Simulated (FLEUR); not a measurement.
Crystal: HPbNO4.

```
H Pb N O
1.0
     4.27531   -0.00040    0.00636
    -2.08399    5.20775   -0.04907
    -2.12377   -1.86574    4.91491
H Pb N O
1 1 1 4
Direct
  0.99073 0.03330 0.90994
  0.50274 0.81989 0.14287
  0.00838 0.47408 0.50265
  0.99816 0.92741 0.02877
  0.19467 0.73435 0.60852
  0.81673 0.35882 0.24556
  0.01381 0.33121 0.65217
```

The cell was built by a generator and needn't be a form met in nature.

Base run:

```yaml
Program: FLEUR MaX-R8.1 (later development tree)
Functional: RPBE
Potentials_or_basis: all-electron
Basis: FLAPW
Kmax: 6.3 1/bohr
k_mesh: 5 × 4 × 4
Occupations: fermi-dirac, width 0.05 eV
Spin: no spin polarisation
```

Its results: band gap on the k mesh 3.07 eV, indirect (least direct gap 3.27 eV).

Q: The run is repeated on the same cell with these changes: functional from RPBE to LDA. What comes out?

A: Band gap on the k mesh 2.90 eV, indirect (least direct gap 3.13 eV).

Caveats: the plane-wave cutoff is short for the small spheres of the light atoms, so energies, forces and moduli aren't converged; spin-orbit coupling is left out, which as a rule narrows the gap of such compounds by several tenths of an eV; an odd mesh through Γ misses points on the zone boundary, where band edges often lie.
